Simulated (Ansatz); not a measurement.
**RuB+ (triplet): from a generated start to a stationary point**

Aim: relax a generated start of RuB+ (triplet) and see which bonds hold.

Computed with Ansatz 0.2.0, Gaussian basis. Level: UKS PBE0/def2-TZVP.

**1. Starting geometry**

2 atoms, charge 1, spin multiplicity 3.

Atoms are counted from 1 here; the program's logs count them from 0.

Bond lengths: Ru1–B2 2.290 Å.

Coordinates:

```
Ru    0.0000    0.0000    0.0000
B     0.0000    0.0000    2.2900
```

The start is set by covalent radii. Sticks and bond lists go by distance. No spin-orbit coupling is included. Elements past krypton take def2 core potentials.

**2. Relaxation**

in.yaml

```yaml
crystal:
  periodic: [false, false, false]
  atoms:
    - {symbol: Ru, position_ang: [0.000000, 0.000000, 0.000000]}
    - {symbol: B, position_ang: [0.000000, 0.000000, 2.290000]}
basis:
  gaussian: {orbitals: def2-TZVP}
total_charge: 1
magnetization: {spin_polarized: true, initial_magnetization: 2}
hamiltonian: {xc: pbe0}
relax: {f_tol: 0.004, max_steps: 80}
```

Command:

```bash
$ ansatz run in.yaml --threads 1 --pin off --events-out ev --progress --plain --max-ram 2176MiB
```

Q: Predict the outcome of this session. Wanted: energy gained; shift from the start; total energy; ⟨S²⟩.

**Answer**, as computed:

| quantity | value |
| --- | --- |
| steps | 6 |
| energy gained | 1.545 eV |
| shift from the start (rms) | 0.274 Å |
| total energy | -3246.3169 eV |
| ⟨S²⟩ | 2.279 |

What this shows: The bonds of the start are those of the end. Ru1–B2 went from 2.290 to 1.743 Å. The determinant is spin-contaminated (excess 0.28). No vibrations were run, so this is a stationary point, not a proven minimum, and this spin need not be the ground state's.
